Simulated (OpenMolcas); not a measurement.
# quartet C2HCl2Si: levels of theory compared

Aim: a comparison of 6 runs (UHF/cc-pVDZ, U-revPBE/cc-pVDZ, UB3LYP/cc-pVDZ, UM06-2X/cc-pVDZ, UPBE/cc-pVDZ, UPBE0/cc-pVDZ) of quartet C2HCl2Si. 

The results are computed with OpenMolcas 26.06.

**1. Starting point**

C2HCl2Si: 6 atoms, total charge 0, spin state quartet. SMILES of the parent species: `C#C[Si](Cl)Cl`. The shape is that of a PBE0-D4/def2-TZVP optimisation. That shape belongs to the parent species and isn't relaxed for this state.

Bond lengths: C1–C2 1.208 Å, C2–Si3 1.804 Å, Si3–Cl4 2.043 Å, Si3–Cl5 2.043 Å, C1–H6 1.066 Å. Angles: C1–C2–Si3 172.9°, C2–Si3–Cl4 109.7°, C2–Si3–Cl5 109.7°, Cl4–Si3–Cl5 110.2°, C2–C1–H6 179.0°.

**2. A single-point energy at UHF/cc-pVDZ (run 1)**

run.input reads:

```
&GATEWAY
 BasLib=$CurrDir
 Coord
 6
 angstrom
 C        1.324500       0.483500       1.111500
 C        0.521500       0.095400       0.297200
 Si      -0.504400      -0.583800      -1.021800
 Cl      -1.914000      -1.830600      -0.226100
 Cl      -1.406000       0.937000      -2.046300
 H        2.020400       0.834500       1.839400
 Basis=cc-pVDZ
 Group=NoSym

&SEWARD

&SCF
 UHF
 Spin=4
 Thresholds=1e-10 1e-07 1e-07 1e-05
 PrOrbitals=1
```

The basis set cc-pVDZ is read from a file made from the Basis Set Exchange's data (not shown).

Run with:

```console
$ export MOLCAS_MEM=1860
$ pymolcas run.input > run.log
```

The program printed:

```text
--- Start Module: gateway ---
[...]
--- Stop Module: gateway /rc=_RC_ALL_IS_WELL_ ---
--- Start Module: seward ---
[...]
      Basis functions           87
--- Stop Module: seward /rc=_RC_ALL_IS_WELL_ ---
[...]
--- Start Module: scf ---
[...]
       Convergence after  69 Iterations
[...]
::    Total SCF energy                              -1284.1149599434
[...]
      Total spin, S                                     1.5095462487
[...]
      Total electronic charge=   61.000000
      Total            charge=   -0.000000
[...]
      Dipole Moment (debye):
      Origin of the operator (angstrom)=   -0.8625   -0.3237   -0.7264
                   X=  2.6042E+00               Y=  4.0636E-01               Z=  1.3466E+00           Total=  2.9598E+00
      Quadrupole Moment (debye*angstrom):
[...]
--- Stop Module: scf /rc=_RC_ALL_IS_WELL_ ---
[...]
```

Run time: 19 s. Hardware: 1 thread of Intel Xeon 6975P-C (Granite Rapids), shared host; peak memory 0.48 GiB.

**3. A single-point energy at U-revPBE/cc-pVDZ (run 2)**

mol.inp reads:

```
&GATEWAY
BasLib
$CurrDir
Coord
6
angstrom
C        1.324500       0.483500       1.111500
C        0.521500       0.095400       0.297200
Si      -0.504400      -0.583800      -1.021800
Cl      -1.914000      -1.830600      -0.226100
Cl      -1.406000       0.937000      -2.046300
H        2.020400       0.834500       1.839400
Basis
cc-pVDZ
Group
NoSym
&SEWARD
GridInput
Grid=UltraFine
End of Grid
&SCF
UHF
Spin
4
KSDFT
revPBE
Thresholds
1e-10 1e-07 1e-07 1e-05
PrOrbitals
1 2
```

The basis set cc-pVDZ is read from a file made from the Basis Set Exchange's data (not shown).

Run with:

```console
$ export MOLCAS_MEM=1860
$ pymolcas mol.inp > mol.log
```

The program printed:

```text
--- Start Module: gateway ---
[...]
--- Stop Module: gateway /rc=_RC_ALL_IS_WELL_ ---
--- Start Module: seward ---
[...]
      Basis functions           87
--- Stop Module: seward /rc=_RC_ALL_IS_WELL_ ---
[...]
--- Start Module: scf ---
[...]
       Convergence after  33 Iterations
[...]
::    Total KS-DFT energy                           -1286.2727408690
[...]
      Total spin, S                                     1.5017011286
[...]
      Total electronic charge=   61.000000
      Total            charge=   -0.000000
[...]
      Dipole Moment (debye):
      Origin of the operator (angstrom)=   -0.8625   -0.3237   -0.7264
                   X=  1.7729E+00               Y=  5.1708E-01               Z=  1.2824E+00           Total=  2.2483E+00
      Quadrupole Moment (debye*angstrom):
[...]
--- Stop Module: scf /rc=_RC_ALL_IS_WELL_ ---
[...]
```

Run time: 51 s. Hardware: 1 thread of Intel Xeon 6975P-C (Granite Rapids), shared host; peak memory 0.48 GiB.

Runs 3 to 5 aren't shown in full; the table further down has their settings and results.

**4. The energy at UPBE0/cc-pVDZ (run 6)**

mol.inp reads:

```
* C2HCl2Si Kohn-Sham DFT
>>> EXPORT MOLCAS_PRINT=2
&GATEWAY
BasLib = $CurrDir
Coord
6
angstrom
C        1.324500       0.483500       1.111500
C        0.521500       0.095400       0.297200
Si      -0.504400      -0.583800      -1.021800
Cl      -1.914000      -1.830600      -0.226100
Cl      -1.406000       0.937000      -2.046300
H        2.020400       0.834500       1.839400
Basis = cc-pVDZ
Group = NoSym
&SEWARD
GridInput
Grid=UltraFine
End of Grid
&SCF
UHF
Spin = 4
KSDFT = PBE0
Thresholds = 1e-10 1e-07 1e-07 1e-05
PrOrbitals = 1
```

The basis set cc-pVDZ is read from a file made from the Basis Set Exchange's data (not shown).

Run with:

```console
$ export MOLCAS_MEM=1860
$ pymolcas mol.inp > mol.log
```

The program printed:

```text
--- Start Module: gateway ---
[...]
--- Stop Module: gateway /rc=_RC_ALL_IS_WELL_ ---
--- Start Module: seward ---
[...]
      Basis functions           87
--- Stop Module: seward /rc=_RC_ALL_IS_WELL_ ---
[...]
--- Start Module: scf ---
[...]
       Convergence after  32 Iterations
[...]
::    Total KS-DFT energy                           -1286.0070115104
[...]
      Total spin, S                                     1.5023172865
[...]
      Total electronic charge=   61.000000
      Total            charge=   -0.000000
[...]
      Dipole Moment (debye):
      Origin of the operator (angstrom)=   -0.8625   -0.3237   -0.7264
                   X=  2.2084E+00               Y=  5.4151E-01               Z=  1.4414E+00           Total=  2.6921E+00
      Quadrupole Moment (debye*angstrom):
[...]
--- Stop Module: scf /rc=_RC_ALL_IS_WELL_ ---
[...]
```

It took 50 s on 1 thread of Intel Xeon 6975P-C (Granite Rapids), shared host; peak memory 0.48 GiB.

**5. The series**

```
run             level  integration grid   energy (Eh)  dipole moment (D)  HOMO energy (eV)   ⟨S²⟩  wall time
  1       UHF/cc-pVDZ                 –  -1284.114960               2.96             -6.84  3.788       19 s
  2  U-revPBE/cc-pVDZ         UltraFine  -1286.272741               2.25             -2.65  3.757       51 s
  3    UB3LYP/cc-pVDZ         UltraFine  -1286.561574               2.55             -3.54  3.757       56 s
  4   UM06-2X/cc-pVDZ         UltraFine  -1286.427827               2.86             -4.71  3.759       94 s
  5      UPBE/cc-pVDZ         UltraFine  -1285.895831               2.18             -2.66  3.756       45 s
  6     UPBE0/cc-pVDZ         UltraFine  -1286.007012               2.69             -3.95  3.759       50 s
```

**6. Outcome**

| quantity | value |
| --- | --- |
| run 6: total energy | -1286.00701 Eh |
| run 6: dipole moment | 2.69 D |
| run 6: HOMO energy (highest over α and β) | -3.95 eV |
| run 6: ⟨S²⟩ | 3.759 |

In words: The dipole moment (its size) runs from 2.18 D (UPBE/cc-pVDZ) to 2.96 D (UHF/cc-pVDZ). Totals of different functionals can't be ranked against each other. All runs together took 5.3 min, the longest 94 s.
